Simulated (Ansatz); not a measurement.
# WSe2: the cost of one run

Method: DFT LDA+U (U_eff = 2 eV on W d), plane waves, PAW, no spin–orbit coupling unless a run says so, in Ansatz 0.2.0.

1 further run of the same task is left out (it didn't finish). Runs told in other sessions of the task aren't counted.

## (1) The starting structure

Symmetry: P-3m1, No. 164, trigonal system. The conventional cell has a = 3.764 Å, b = 3.764 Å, c = 6.071 Å, α = 90.00°, β = 90.00°, γ = 120.00°. W (site symmetry -3m) is surrounded by 6 Se at 2.66 Å. Se (site symmetry 3m) is surrounded by 3 W at 2.66 Å.

As a file:

```
CELL_PARAMETERS angstrom
3.76353 0.00000 0.00000
-1.88176 3.25931 0.00000
0.00000 0.00000 12.14270
ATOMIC_POSITIONS crystal
W 0.00000 0.00000 0.00000
Se 0.33333 0.66667 0.12600
Se 0.66667 0.33333 0.37400
W 0.00000 0.00000 0.50000
Se 0.33333 0.66667 0.62600
Se 0.66667 0.33333 0.87400
```

An earlier series on this cell reached its lowest free state from «ferromagnetic start, free, default search», perhaps among other starts.

## (2) Ferrimagnetic site moments held at first, then free

The input, input.yaml:

```yaml
crystal:
  lattice:
    - [3.76352778, 0.0, 0.0]
    - [-1.88176389, 3.25931067, 0.0]
    - [0.0, 0.0, 12.14270284]
  atoms:
    - { symbol: W, position: [0.0, 0.0, 0.0], spin: 1.6 }
    - { symbol: Se, position: [0.3333333333, 0.6666666667, 0.126] }
    - { symbol: Se, position: [0.6666666667, 0.3333333333, 0.374] }
    - { symbol: W, position: [0.0, 0.0, 0.5], spin: -0.64 }
    - { symbol: Se, position: [0.3333333333, 0.6666666667, 0.626] }
    - { symbol: Se, position: [0.6666666667, 0.3333333333, 0.874] }
basis:
  ecutwfc: 420
  ecutrho_ratio: 4
kpoints:
  mp_grid: { grid: [6, 6, 2] }
hamiltonian:
  xc: lda
  hubbard:
    sites: [{ site: 0, l: d, u_eff: 2.0 }, { site: 3, l: d, u_eff: 2.0 }]
scf:
  occupations: { method: gaussian, width: 0.05 }
  lower_state_search: "off"
  max_iter: 150
output:
  forces: true
  stress: true
  eigenvalues: true
  populations: true
  hubbard: { sites: [{ site: 0, l: d }, { site: 3, l: d }] }
magnetization:
  spin_polarized: true
  spin_locking: { lock_spins: true, n_iters: 12 }
```

The lock is temporary (n_iters 12) and is released on the way.

Command:

```
ansatz run input.yaml --threads 4 --pin off --max-ram 6144MiB --backend cpu --events-out ev --progress --plain --runs-dir out
```

Q: Estimate wall time and peak memory on 4 threads of Arm Neoverse N1, shared host.

About 1.7 min, with a peak of 1 GiB.
